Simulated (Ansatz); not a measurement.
# CH4BFO: a ladder of functionals and wavefunction methods

The task here is to estimate one member of a computed series from the others.

Computed with Ansatz 0.2.0, Gaussian basis. Level: functionals in def2-TZVPP, the program's frozen cores in correlated methods.

Plan: LDA (SPW92), PBE-D4, revPBE-D4, BLYP-D4, r2SCAN-D4, B97M-V, PBE0-D4, B3LYP-D4, r2SCANh-D4, r2SCAN0-D4, HSE06-D4, BHLYP-D4, CAM-B3LYP-D4, LC-ωPBE, ωB97X-V, ωB97M-V, B2PLYP, PBE-QIDH; CCSD(T)/def2-SVP; CCSD(T)/def2-TZVPP; MP2/def2-QZVPP; extrapolation to the limit; RPA on PBE.

## The relaxed structure

An earlier PBE0-D4 in a triple-zeta def2 set relaxation fixed the geometry.

8 atoms, charge 0, spin multiplicity 1.

Atoms are counted from 1 here; the program's logs count them from 0.

Bond lengths: B1–C2 1.563 Å, B1–F4 1.325 Å, B1–H6 1.197 Å, C2–O3 1.413 Å, C2–H5 1.104 Å, C2–H7 1.104 Å, O3–H8 0.959 Å. Angles: C2–B1–F4 117.5°, C2–B1–H6 124.6°, F4–B1–H6 117.9°, B1–C2–O3 111.4°, B1–C2–H5 107.7°, B1–C2–H7 107.8°, O3–C2–H5 112.2°, O3–C2–H7 112.2°, H5–C2–H7 105.3°, C2–O3–H8 108.8°.

The first run:

in.yaml

```yaml
crystal:
  periodic: [false, false, false]
  atoms:
    - {symbol: B, position_ang: [0.617139, 0.966536, 0.157655]}
    - {symbol: C, position_ang: [-0.168711, -0.315571, -0.269371]}
    - {symbol: O, position_ang: [-0.668877, -1.010885, 0.853874]}
    - {symbol: F, position_ang: [1.142778, 1.711944, -0.803925]}
    - {symbol: H, position_ang: [-0.972582, -0.003036, -0.958002]}
    - {symbol: H, position_ang: [0.776093, 1.320629, 1.290013]}
    - {symbol: H, position_ang: [0.509222, -0.938846, -0.877577]}
    - {symbol: H, position_ang: [-1.143063, -1.787973, 0.551434]}
basis:
  gaussian: {orbitals: def2-TZVPP}
hamiltonian: {xc: lda}
output: {orbitals: {seedname: orbitals}}
```

On the command line:

```sh
ansatz run in.yaml --threads 2 --pin off --events-out ev --progress --plain --max-ram 4352MiB
```

Steps of the session up to this table: LDA; PBE-D4 (GGA); revPBE-D4 (GGA); BLYP-D4 (GGA); r2SCAN-D4 (meta-GGA); B97M-V (meta-GGA); PBE0-D4 (hybrid); B3LYP-D4 (hybrid); r2SCANh-D4 (hybrid); r2SCAN0-D4 (hybrid); HSE06-D4 (hybrid); BHLYP-D4 (hybrid); CAM-B3LYP-D4 (range-separated); LC-ωPBE (range-separated); ωB97X-V (range-separated); ωB97M-V (range-separated); B2PLYP (double hybrid); PBE-QIDH (double hybrid).

One of the session's tables, all rows but one given; the rest of the session is left out.

It belongs to the step «Orbital energies across the functionals». 

| functional | HOMO (eV) | gap (eV) |
| --- | --- | --- |
| LDA (SPW92) | -6.59 | 4.64 |
| PBE-D4 | -6.45 | 4.78 |
| revPBE-D4 | -6.39 | 4.85 |
| BLYP-D4 | -6.38 | 4.82 |
| r2SCAN-D4 | -6.83 | 5.57 |
| B97M-V | -6.98 | 5.65 |
| PBE0-D4 | -8.17 | 7.55 |
| B3LYP-D4 | -7.92 | 7.02 |
| r2SCANh-D4 | -7.47 | 6.58 |
| r2SCAN0-D4 | -8.44 | 8.07 |
| HSE06-D4 | -7.76 | 6.75 |
| BHLYP-D4 | -9.85 | 10.24 |
| CAM-B3LYP-D4 | -9.68 | 10.14 |
| LC-ωPBE | -11.03 | 12.78 |
| ωB97X-V | ? | ? |
| ωB97M-V | -10.63 | 11.98 |

**Question.** Estimate the row for ωB97X-V.

**Answer.** HOMO (eV): -10.70; gap (eV): 12.33. In the column «HOMO (eV)» it lies between LC-ωPBE (-11.03) and ωB97M-V (-10.63).
